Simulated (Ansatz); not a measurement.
## a series on the CsCl structure: TaTc, TcOs, TcIr, TcAu: a table of relaxed lattice constants and trends, step by step

Computed with the Ansatz DFT code, driven from Python.

Interactive session:
```pycon
>>> import csv
>>> import ansatz
>>> import numpy as np
>>> def cscl(A, B, a):
...     return (
...         ansatz.Lattice.cubic(a)
...         .space_group(221)
...         .atom(A, (0, 0, 0))
...         .atom(B, (0.5, 0.5, 0.5))
...     )
...
>>> def ground_state(name, crystal, relax=True):
...     calc = (
...         crystal.calculation()
...         .functional('lda')
...         .scf(tolerance=1e-08)
...         .basis(600)
...         .kpoints(spacing=0.3)
...         .occupations('gaussian', width=0.05)
...         .stress()
...         .band_table()
...     )
...     if relax:
...         calc = calc.relax(force_tolerance=0.03, cell=True)
...     return calc.run()
...
>>> def bulk_modulus(name, outcome, step=0.01):
...     # B = -V dP/dV from the pressures of two uniformly scaled cells, atoms held at their fractions
...     pressure = []
...     for factor in (1 - step, 1.0, 1 + step):
...         cell = ansatz.Crystal(lattice=ansatz.Lattice.of(outcome.lattice.cell_ang * factor ** (1 / 3)))
...         for site in outcome.report['lattice']['sites']:
...             cell = cell.atom(site['symbol'], site['position_frac'])
...         pressure.append(np.trace(ground_state(name, cell, relax=False).report['stress_gpa']) / 3)
...     slope, bend = (pressure[0] - pressure[2]) / (2 * step), abs(pressure[0] + pressure[2] - 2 * pressure[1])
...     # a jump of mesh or basis between the cells shows as a kink: no modulus then
...     return float(slope) if bend < 12 * step**2 * abs(slope) + 0.15 and abs(pressure[1]) < 1.5 else float('nan')
...
>>> def relaxed_twice(name, crystal):
...     # the second pass draws mesh and plane waves anew for the relaxed cell
...     first = ground_state(name, crystal)
...     again = ansatz.Crystal(lattice=ansatz.Lattice.of(first.lattice.cell_ang))
...     for site in first.report['lattice']['sites']:
...         again = again.atom(site['symbol'], site['position_frac'])
...     return ground_state(name, again)
...
>>> def volume_per_atom(outcome):
...     return abs(np.linalg.det(outcome.lattice.cell_ang)) / len(outcome.lattice.sites)
...
>>> # the lattice constants below are starting guesses
>>> phases = {}
>>> phases['TaTc'] = cscl('Ta', 'Tc', 3.17)
>>> phases['TcOs'] = cscl('Os', 'Tc', 2.91)
>>> phases['TcIr'] = cscl('Ir', 'Tc', 2.88)
>>> phases['TcAu'] = cscl('Au', 'Tc', 2.83)
>>> done = {}
>>> for name, crystal in phases.items():
...     done[name] = relaxed_twice(name, crystal)
...     print(f'{name}: {done[name].report["energy_sigma0_ev"]:.4f} eV, {len(done[name].lattice.sites)} atoms')
...
DeckWarning: relax.cell: scf.convergence.dr2_threshold = 1e-8 eV is looser than the 2e-10 eV advised for a relaxation that steers and ends on the stress (1e-10 eV for each atom of the cell: 2). What an SCF threshold leaves in a stress goes as its square root, and in the free energy as the threshold itself, and one [...]
TaTc: -14964.8013 eV, 2 atoms
TcOs: -16398.5991 eV, 2 atoms
TcIr: -16943.6502 eV, 2 atoms
TcAu: -18145.0687 eV, 2 atoms
>>> rows = [(name, float(np.linalg.norm(o.lattice.cell_ang[0])), volume_per_atom(o), bulk_modulus(name, o)) for name, o in done.items()]
DeckWarning: output.stress: scf.convergence.dr2_threshold = 1e-8 eV is looser than the 2e-10 eV advised for a printed stress (1e-10 eV for each atom of the cell: 2). What an SCF threshold leaves in a stress goes as its square root, and in the free energy as the threshold itself, and one threshold admits the most on a [...]
>>> with open('series.csv', 'w', newline='') as handle:
...     writer = csv.writer(handle)
...     writer.writerow(['compound', 'a (A)', 'V (A^3/atom)', 'B (GPa)'])
...     writer.writerows([round(v, 4) if isinstance(v, float) else v for v in row] for row in rows)
...
37
>>> print(open('series.csv').read())
compound,a (A),V (A^3/atom),B (GPa)
TaTc,3.1334,15.3815,272.1535
TcOs,3.0394,14.0383,367.833
TcIr,3.0495,14.1798,344.7515
TcAu,3.119,15.1714,265.3291
```

From smallest to largest: TcOs (14.04 Å³), TcIr (14.18 Å³), TcAu (15.17 Å³) and TaTc (15.38 Å³). The largest is 10 % above the smallest.

Notes:
- Absolute energies stand on the zero of these potentials, so only differences at equal settings mean something.
- The bulk modulus is taken at fixed shape and positions, an upper value where these are free.
- Pressure is positive in compression.
- Spin-orbit coupling, which matters for elements this heavy, is left out.
- Warnings are shown shortened and without file and line.
- The cells are built on a prototype by substitution; a member may or may not take this structure in nature.
- The whole script took 58 s on 1 thread of Arm Neoverse V2 (shared host), peak memory 0.41 GiB.

(Lines on the test bed's own set-up are left out of the output.)
